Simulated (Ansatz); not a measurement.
Crystal: TiPd2.

```
CELL_PARAMETERS angstrom
-1.63740 1.63740 4.38823
1.63740 -1.63740 4.38823
1.63740 1.63740 -4.38823
ATOMIC_POSITIONS crystal
Pd 0.34314 0.34314 0.00000
Pd 0.65687 0.65687 0.00000
Ti 0.00000 0.00000 0.00000
```

The cell comes from a database or a generator and needn't be the stable form of this composition.

- Program: Ansatz 0.2.0
- Task: relaxation of cell and atoms
- Functional: RPBE
- Potentials or basis: Ansatz PAW
- Cutoff: 420 eV (not typed: the program's choice for these potentials)
- k mesh: 11 × 11 × 11
- Occupations: fermi-dirac, width 0.05 eV
- Spin: no spin polarisation

At the start: volume 15.69 Å³/atom.

**Question.** Where does the relaxation end?

**Answer.** It ends after 6 steps and the volume is 16.00 Å³/atom (+2.0 %); space group I4/mmm (No. 139, to 0.05 Å).

The path:
```tsv
step	energy change (eV)	largest force (eV/Å)	volume (Å³)
1	0.0000	0.0010	47.06
2	-0.0008	0.0663	48.86
3	-0.0082	0.0161	48.03
4	-0.0082	0.0077	48.02
5	-0.0083	0.0003	48.00
6	-0.0086	0.0002	48.00
```

Final structure:
```
Pd Ti
1.0
    -1.64883    1.64883    4.41379
     1.64883   -1.64883    4.41379
     1.64883    1.64883   -4.41379
Pd Ti
2 1
Direct
  0.34348 0.34348 0.00000
  0.65652 0.65652 0.00000
  0.00000 0.00000 0.00000
```

Caveat: the plane-wave basis is chosen anew once the cell has moved, so the energies of steps on either side of that aren't comparable; the PAW data sets come from PBE, with cores solved anew for the run's functional, which leaves a small shift of forces and pressure.
